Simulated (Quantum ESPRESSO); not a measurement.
# Ge (I4_1/amd) in Quantum ESPRESSO: single point with PBEsol

Aim: the single point of Ge with PBEsol.

All numbers are computed with Quantum ESPRESSO 7.5; they aren't measurements. Logs are shortened: lines on timing, memory, paths and dates and some standing lists are left out, and cuts for length are marked.

## Step 1: The crystal as given

The structure is tetragonal, space group I4_1/amd (No. 141). The conventional cell has a = 3.936 Å, b = 3.936 Å, c = 5.796 Å, α = 90.00°, β = 90.00°, γ = 90.00°. Ge (site symmetry -4m2) is surrounded by 4 Ge at 2.44 Å.

## Step 2: Single point, PBEsol

pw.in

```
&CONTROL
  calculation = 'scf'
  prefix = 'pwscf'
  outdir = './tmp'
  pseudo_dir = './pseudo'
  tprnfor = .true.
  tstress = .true.
  disk_io = 'nowf'
/
&SYSTEM
  ibrav = 0
  nat = 2
  ntyp = 1
  ecutwfc = 78
  nbnd = 21
  occupations = 'smearing'
  smearing = 'gaussian'
  degauss = 0.00073499
/
&ELECTRONS
  conv_thr = 4d-10
  electron_maxstep = 120
  mixing_beta = 0.5
/
ATOMIC_SPECIES
Ge    72.6300 Ge.upf
CELL_PARAMETERS angstrom
   0.0000000000    2.7832000000    2.8979360000
   2.7832000000    0.0000000000    2.8979360000
   2.7832000000    2.7832000000    0.0000000000
ATOMIC_POSITIONS crystal
Ge     0.0000000000    0.0000000000    0.0000000000
Ge     0.2500000000    0.2500000000    0.2500000000
K_POINTS automatic
10 10 10 0 0 0
```

Potentials or basis: PseudoDojo 0.4.1 SR PBEsol standard.

The run is started by

```console
$ OMP_NUM_THREADS=1 pw.x -in pw.in > pw.out
```

pw.out:

```text
This program is part of the open-source Quantum ESPRESSO suite
     for quantum simulation of materials; please cite
         "P. Giannozzi et al., J. Phys.:Condens. Matter 21 395502 (2009);
         "P. Giannozzi et al., J. Phys.:Condens. Matter 29 465901 (2017);
         "P. Giannozzi et al., J. Chem. Phys. 152 154105 (2020);
     in publications or presentations arising from this work. More details at

     Message from routine setup:
     using ibrav=0 with symmetry is DISCOURAGED, use correct ibrav instead

     G-vector sticks info
     --------------------
     sticks:   dense  smooth     PW     G-vecs:    dense   smooth      PW
     Sum        1225    1225    359                28271    28271    4525

     Using Slab Decomposition

     bravais-lattice index     =            0
     lattice parameter (alat)  =       7.5929  a.u.
     unit-cell volume          =     302.9732 (a.u.)^3
     number of atoms/cell      =            2
     number of atomic types    =            1
     number of electrons       =        28.00
     number of Kohn-Sham states=           21
     kinetic-energy cutoff     =      78.0000  Ry
     charge density cutoff     =     312.0000  Ry
     scf convergence threshold =      4.0E-10
     mixing beta               =       0.5000
     number of iterations used =            8  plain     mixing
     Exchange-correlation= PBESOL
                           (   1   4  10   8   0   0   0)

     celldm(1)=   7.592899  celldm(2)=   0.000000  celldm(3)=   0.000000
     celldm(4)=   0.000000  celldm(5)=   0.000000  celldm(6)=   0.000000

     crystal axes: (cart. coord. in units of alat)
               a(1) = (   0.000000   0.692685   0.721240 )
               a(2) = (   0.692685   0.000000   0.721240 )
               a(3) = (   0.692685   0.692685   0.000000 )

     reciprocal axes: (cart. coord. in units 2 pi/alat)
               b(1) = ( -0.721829  0.721829  0.693250 )
               b(2) = (  0.721829 -0.721829  0.693250 )
               b(3) = (  0.721829  0.721829 -0.693250 )

     PseudoPot. # 1 for Ge read from file:
     Ge.upf
     Pseudo is Norm-conserving + core correction, Zval = 14.0
     Generated using ONCVPSP code by D. R. Hamann
     Using radial grid of 1560 points,  6 beta functions with:
                l(1) =   0
                l(2) =   0
                l(3) =   1
                l(4) =   1
                l(5) =   2
                l(6) =   2

     atomic species   valence    mass     pseudopotential
     Ge               14.00    72.63000     Ge( 1.00)

     16 Sym. Ops., with inversion, found ( 8 have fractional translation)

   Cartesian axes

     site n.     atom                  positions (alat units)
         1        Ge     tau(   1) = (   0.0000000   0.0000000   0.0000000  )
         2        Ge     tau(   2) = (   0.3463424   0.3463424   0.3606202  )

     number of k points=   102  Gaussian smearing, width (Ry)=  0.0007

     Number of k-points >= 100: set verbosity='high' to print them.

     Dense  grid:    28271 G-vectors     FFT dimensions: (  48,  48,  48)

     Initial potential from superposition of free atoms

     starting charge      27.9985, renormalised to      28.0000
     Starting wfcs are   18 randomized atomic wfcs +    3 random wfcs

     Self-consistent Calculation

     iteration #  1     ecut=    78.00 Ry     beta= 0.50
     Davidson diagonalization with overlap
     ethr =  1.00E-02,  avg # of iterations =  5.2

     Threshold (ethr) on eigenvalues was too large:
     Diagonalizing with lowered threshold

     Davidson diagonalization with overlap
     ethr =  1.16E-04,  avg # of iterations =  3.6

     total energy              =    -356.80629093 Ry
     estimated scf accuracy    <       0.03342247 Ry

     iteration #  2     ecut=    78.00 Ry     beta= 0.50
     Davidson diagonalization with overlap
     ethr =  1.19E-04,  avg # of iterations =  1.0

     total energy              =    -356.80545423 Ry
     estimated scf accuracy    <       0.00598785 Ry

     iteration #  3     ecut=    78.00 Ry     beta= 0.50
     Davidson diagonalization with overlap
     ethr =  2.14E-05,  avg # of iterations =  2.5

     total energy              =    -356.80581022 Ry
     estimated scf accuracy    <       0.00008299 Ry

     iteration #  4     ecut=    78.00 Ry     beta= 0.50
     Davidson diagonalization with overlap
     ethr =  2.96E-07,  avg # of iterations =  4.4

     total energy              =    -356.80582239 Ry
     estimated scf accuracy    <       0.00000694 Ry

     iteration #  5     ecut=    78.00 Ry     beta= 0.50
     Davidson diagonalization with overlap
     ethr =  2.48E-08,  avg # of iterations =  1.4

     total energy              =    -356.80582257 Ry
     estimated scf accuracy    <       0.00000046 Ry

     iteration #  6     ecut=    78.00 Ry     beta= 0.50
     Davidson diagonalization with overlap
     ethr =  1.66E-09,  avg # of iterations =  2.0

     total energy              =    -356.80582279 Ry
     estimated scf accuracy    <       0.00000010 Ry

     iteration #  7     ecut=    78.00 Ry     beta= 0.50
     Davidson diagonalization with overlap
     ethr =  3.74E-10,  avg # of iterations =  2.0

     total energy              =    -356.80582280 Ry
     estimated scf accuracy    <          1.8E-09 Ry

     iteration #  8     ecut=    78.00 Ry     beta= 0.50
     Davidson diagonalization with overlap
     ethr =  6.38E-12,  avg # of iterations =  2.0

     End of self-consistent calculation

     Number of k-points >= 100: set verbosity='high' to print the bands.

     the Fermi energy is     9.6414 ev

!    total energy              =    -356.80582280 Ry
     estimated scf accuracy    <          3.6E-10 Ry
     smearing contrib. (-TS)   =      -0.00000149 Ry
     internal energy E=F+TS    =    -356.80582131 Ry

     The total energy is F=E-TS. E is the sum of the following terms:
     one-electron contribution =    -182.51836937 Ry
     hartree contribution      =     110.21430082 Ry
     xc contribution           =     -86.39309312 Ry
     ewald contribution        =    -198.10865965 Ry

     convergence has been achieved in   8 iterations

     Forces acting on atoms (cartesian axes, Ry/au):

     atom    1 type  1   force =    -0.00000000    0.00000000   -0.00000000
     atom    2 type  1   force =    -0.00000000    0.00000000   -0.00000000

     Total force =     0.000000     Total SCF correction =     0.000000

     Computing stress (Cartesian axis) and pressure

          total   stress  (Ry/bohr**3)                   (kbar)     P=       12.38
   0.00015514   0.00000000   0.00000000           22.82        0.00        0.00
   0.00000000   0.00015514   0.00000000            0.00       22.82        0.00
  -0.00000000   0.00000000  -0.00005782           -0.00        0.00       -8.51

=------------------------------------------------------------------------------=
   JOB DONE.
=------------------------------------------------------------------------------=
```

Wall time 2.2 min (1 thread of Intel Xeon Platinum 8259CL at 2.50GHz (Skylake/Cascade Lake), shared host); peak memory 0.18 GiB.

What came out:

```yaml
Free_energy: -4854.5905 eV
Pressure: 1.2 GPa
Band_gap_on_the_k_mesh: none (metal or under the smearing width)
```
